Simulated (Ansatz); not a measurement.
Write a Python script for the Python package of Ansatz (0.2.0) that makes a ladder of methods at one geometry of ClH2PSSi, SMILES Cl[SiH]1PS1. Level of theory (for the species named): LDA, def2-SVP basis, multiplicity 1. The script varies functional: lda, pbe0, lc_wpbe, pbe, r2scan0, blyp.

```yaml
atoms:
  - { symbol: Cl, position_ang: [-1.6850, 0.9204, -0.9240] }
  - { symbol: Si, position_ang: [0.1412, 0.2369, -0.7131] }
  - { symbol: P, position_ang: [0.7689, -0.0702, 1.3282] }
  - { symbol: S, position_ang: [0.1763, -1.6856, 0.1892] }
  - { symbol: H, position_ang: [1.0609, 0.2595, -1.8990] }
  - { symbol: H, position_ang: [-0.4201, 0.2749, 1.9725] }
```

`run_methods.py`
```python
"""ClH2PSSi at several levels of theory."""

from pathlib import Path
import warnings

import ansatz as az
import numpy as np


def main() -> None:
    warnings.simplefilter("ignore", az.DeckWarning)

    system = (
        az.Crystal.molecule()
        .atom("Cl", (-1.685, 0.9204, -0.924))
        .atom("Si", (0.1412, 0.2369, -0.7131))
        .atom("P", (0.7689, -0.0702, 1.3282))
        .atom("S", (0.1763, -1.6856, 0.1892))
        .atom("H", (1.0609, 0.2595, -1.899))
        .atom("H", (-0.4201, 0.2749, 1.9725))
    )

    base = system.calculation().basis(gaussian="def2-SVP")

    print("functional    E (Ha)        dipole (D)   HOMO (eV)  LUMO (eV)")
    for name in ["lda", "pbe0", "lc_wpbe", "pbe", "r2scan0", "blyp"]:
        report = base.functional(name).forces().orbitals().run(threads=1, runs_dir="runs").report
        lines = Path(report["orbitals_path"]).read_text().splitlines()
        field_of = lambda key: [line.split("=")[1].strip() for line in lines if line.startswith(key)]
        orbitals = [(27.211386 * float(e), s, float(n)) for e, s, n in zip(field_of("Ene="), field_of("Spin="), field_of("Occup="))]
        homo = max(e for e, _, n in orbitals if n > 0.5)
        lumo = min(e for e, _, n in orbitals if n < 0.5)
        dipole = 4.803205 * np.linalg.norm(report["charge_distribution"]["dipole_moment_e_ang"])
        print(f"{name:10s} {report['free_energy_ev'] / 27.211386246:14.6f} {dipole:9.3f} {homo:11.3f} {lumo:10.3f}")


if __name__ == "__main__":
    main()
```

```console
$ python run_methods.py
functional    E (Ha)        dipole (D)   HOMO (eV)  LUMO (eV)
lda          -1484.743544     1.572      -5.598     -1.663
pbe0         -1489.489181     1.761      -6.706     -0.721
lc_wpbe      -1489.577735     1.969      -9.285      1.442
pbe          -1489.358500     1.605      -5.549     -1.528
r2scan0      -1489.909150     1.840      -6.878     -0.635
blyp         -1489.997961     1.576      -5.298     -1.309
```

Caveats:
- Total energies depend on the basis set; only differences at equal settings carry meaning.
- The geometry is a force-field or estimated start, not a minimum of this method, and the basis set is short of its limit. A lower total doesn't mark the better method: functionals have no common bound, and MP2 and coupled cluster aren't variational.
- Levels such as HOMO and LUMO are orbital energies: with these approximate functionals they aren't the ionisation energy and electron affinity, and their gap isn't the fundamental gap.
- The whole script took 13 s on 1 thread of Intel(R) Xeon(R) Processor @ 2.30GHz, with other jobs on the host, peak memory 0.29 GiB.
